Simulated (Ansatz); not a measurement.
# AlCo: the crystal squeezed far

How does AlCo (CsCl type) answer strong compression? Methods of the runs shown: PAW. Its runs: cell relaxed at zero pressure (PAW); volume scaled by 1 (PAW); volume scaled by 0.94 (PAW); volume scaled by 0.88 (PAW); volume scaled by 0.8 (PAW); volume scaled by 0.72 (PAW); volume scaled by 0.64 (PAW); volume scaled by 0.55 (PAW and PAW (partial_waves polarizable)).

Program: Ansatz 0.2.0. Level of theory: DFT, PBE, PAW with Ansatz's default frozen-core files, scalar-relativistic. These are calculated values, not measurements.

### Step 1. The starting structure

Symmetry: Pm-3m, No. 221, cubic system. Conventional cell: a = 2.787 Å, b = 2.787 Å, c = 2.787 Å, α = 90.00°, β = 90.00°, γ = 90.00°. Co (site symmetry m-3m) has 8 Al at 2.41 Å as nearest neighbours. Around Al (site symmetry m-3m) lie 8 Co at 2.41 Å.

Structure file:

```xyz
2
Lattice="2.7872 0.0000 0.0000 0.0000 2.7872 0.0000 0.0000 0.0000 2.7872" Properties=species:S:1:pos:R:3 pbc="T T T"
Co    0.0000    0.0000    0.0000
Al    1.3936    1.3936    1.3936
```

Whether this phase is the stable one at these pressures isn't tested.

Atoms are numbered in the order of the input: Co1, Al2.

### Step 2. Cell relaxed at zero pressure, PAW

File input.yaml:

```yaml
crystal:
  lattice:
    - [2.7872129973, 0.0, 0.0]
    - [0.0, 2.7872129973, 0.0]
    - [0.0, 0.0, 2.7872129973]
  atoms:
    - { symbol: Co, position: [0.0, 0.0, 0.0] }
    - { symbol: Al, position: [0.5, 0.5, 0.5] }
kpoints:
  mp_grid: { grid: [14, 14, 14] }
scf:
  occupations: { method: fermi_dirac, width: 0.08 }
hamiltonian:
  xc: pbe
  pseudopotentials: { kind: paw }
output:
  forces: true
  stress: true
relax:
  f_tol: 0.005
  max_steps: 40
  cell: {}
```

Launch:

```console
$ ansatz run input.yaml --threads 1 --pin off --max-ram 2048MiB --backend cpu --events-out ev --progress --plain --runs-dir out
```

After this run come: Volume scaled by 1, PAW; Volume scaled by 0.94, PAW; Volume scaled by 0.88, PAW; Volume scaled by 0.8, PAW; Volume scaled by 0.72, PAW; Volume scaled by 0.64, PAW; Volume scaled by 0.55, PAW; Volume scaled by 0.55, PAW (partial_waves polarizable).

Q: Predict the outcome of this session. Wanted: PAW pressure at 0.55 of the volume; PAW; fitted bulk modulus at zero pressure.

As calculated:

```
                                                      quantity      value
                            PAW pressure at 0.55 of the volume  373.6 GPa
PAW (partial_waves polarizable) pressure at 0.55 of the volume  373.6 GPa
                    fitted bulk modulus at zero pressure (PAW)    183 GPa
                                       its pressure derivative       4.09
```

At 0.55 of the starting volume PAW gives 374 GPa. One third-order Birch-Murnaghan curve follows these points (B₀ = 183 GPa, B′ = 4.09, misfit at most 0.74 GPa). A fit over so wide a range leans to the high pressures, so B₀ can be off by several per cent. No all-electron run checks these rows here, and frozen cores can fail under such compression. The ions are at rest, and the electrons smeared by 0.08 eV. Spin polarisation is left out here, though a magnetic state may lie well lower.
